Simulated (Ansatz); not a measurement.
# Zn12SeS11 (Wurtzite-4H): the cost of one run

Program: Ansatz 0.2.0. Level of theory: DFT, PBE, plane-wave PAW, default files, scalar-relativistic. These are calculated values, not measurements.

## (1) The structure to begin with

The structure is trigonal, space group P31m (No. 157). The conventional cell has a = 6.621 Å, b = 6.621 Å, c = 12.520 Å, α = 90.00°, β = 90.00°, γ = 120.00°. Zn (site symmetry m) has 4 S at 2.34 to 2.35 Å as nearest neighbours. Around Zn (site symmetry m) lie 3 S at 2.34 to 2.35 Å and 1 Se at 2.34 Å. Zn (site symmetry 3m) has 3 S at 2.34 Å and 1 Se at 2.35 Å as nearest neighbours. Zn (site symmetry 3) has 4 S at 2.34 to 2.35 Å as nearest neighbours. S (site symmetry m) has 4 Zn at 2.34 to 2.35 Å as nearest neighbours. Se (site symmetry 3m) has 4 Zn at 2.34 to 2.35 Å as nearest neighbours. Only part of the 10 independent sites is listed.

Structure file:

```cif
data_structure
_symmetry_space_group_name_H-M 'P31m'
_symmetry_Int_Tables_number 157
_cell_length_a 6.6211
_cell_length_b 6.6211
_cell_length_c 12.5200
_cell_angle_alpha 90.000
_cell_angle_beta 90.000
_cell_angle_gamma 120.000
_cell_volume 475.33
loop_
_atom_site_label
_atom_site_type_symbol
_atom_site_symmetry_multiplicity
_atom_site_Wyckoff_symbol
_atom_site_fract_x
_atom_site_fract_y
_atom_site_fract_z
_atom_site_occupancy
Zn1 Zn 3 c 0.66667 0.66667 0.00000 1
Zn2 Zn 3 c 0.66667 0.66667 0.50000 1
Zn3 Zn 1 a 0.00000 0.00000 0.25000 1
Zn4 Zn 2 b 0.33333 0.66667 0.25000 1
Zn5 Zn 3 c 0.00000 0.66667 0.75000 1
S1 S 3 c 0.66667 0.66667 0.18750 1
S2 S 3 c 0.66667 0.66667 0.68750 1
Se1 Se 1 a 0.00000 0.00000 0.43750 1
S3 S 2 b 0.33333 0.66667 0.43750 1
S4 S 3 c 0.00000 0.66667 0.93750 1
```

Atom 19 of the input is the impurity.

## (2) Single point at the given positions

The input, input.yaml:

```yaml
crystal:
  lattice:
    - [5.73405, 3.310555311, 0.0]
    - [-5.73405, 3.310555311, 0.0]
    - [0.0, 0.0, 12.52]
  atoms:
    - { symbol: Zn, position: [0.0, 0.0, 0.0] }
    - { symbol: Zn, position: [0.3333333333, 0.6666666667, 0.0] }
    - { symbol: Zn, position: [0.6666666667, 0.3333333333, 0.0] }
    - { symbol: Zn, position: [0.0, 0.0, 0.5] }
    - { symbol: Zn, position: [0.3333333333, 0.6666666667, 0.5] }
    - { symbol: Zn, position: [0.6666666667, 0.3333333333, 0.5] }
    - { symbol: Zn, position: [0.3333333333, 0.3333333334, 0.25] }
    - { symbol: Zn, position: [0.6666666667, 0.0, 0.25] }
    - { symbol: Zn, position: [0.0, 0.6666666667, 0.25] }
    - { symbol: Zn, position: [0.3333333333, 1.0, 0.75] }
    - { symbol: Zn, position: [0.6666666667, 0.6666666666, 0.75] }
    - { symbol: Zn, position: [0.0, 0.3333333333, 0.75] }
    - { symbol: S, position: [0.0, 0.0, 0.1875] }
    - { symbol: S, position: [0.3333333333, 0.6666666667, 0.1875] }
    - { symbol: S, position: [0.6666666667, 0.3333333333, 0.1875] }
    - { symbol: S, position: [0.0, 0.0, 0.6875] }
    - { symbol: S, position: [0.3333333333, 0.6666666667, 0.6875] }
    - { symbol: S, position: [0.6666666667, 0.3333333333, 0.6875] }
    - { symbol: Se, position: [0.3333333333, 0.3333333334, 0.4375] }
    - { symbol: S, position: [0.6666666667, 0.0, 0.4375] }
    - { symbol: S, position: [0.0, 0.6666666667, 0.4375] }
    - { symbol: S, position: [0.3333333333, 1.0, 0.9375] }
    - { symbol: S, position: [0.6666666667, 0.6666666666, 0.9375] }
    - { symbol: S, position: [0.0, 0.3333333333, 0.9375] }
kpoints:
  mp_grid: { grid: [3, 3, 2] }
scf:
  occupations: { method: fermi_dirac, width: 0.01 }
hamiltonian:
  xc: pbe
  pseudopotentials: { kind: paw }
output:
  forces: true
  stress: true
  populations: true
  efg:
    quadrupole_moments_barn: { Zn: 0.122, S: -0.0694 }
    contact_densities: true
```

On the command line:

```bash
ansatz run input.yaml --threads 1 --pin off --max-ram 3072MiB --backend cpu --events-out ev --progress --plain --runs-dir out
```

**Question.** How long does this run take on 1 thread of Arm Neoverse V1, shared host, and how much memory does it need?

About 66 s, with a peak of 0.9 GiB.
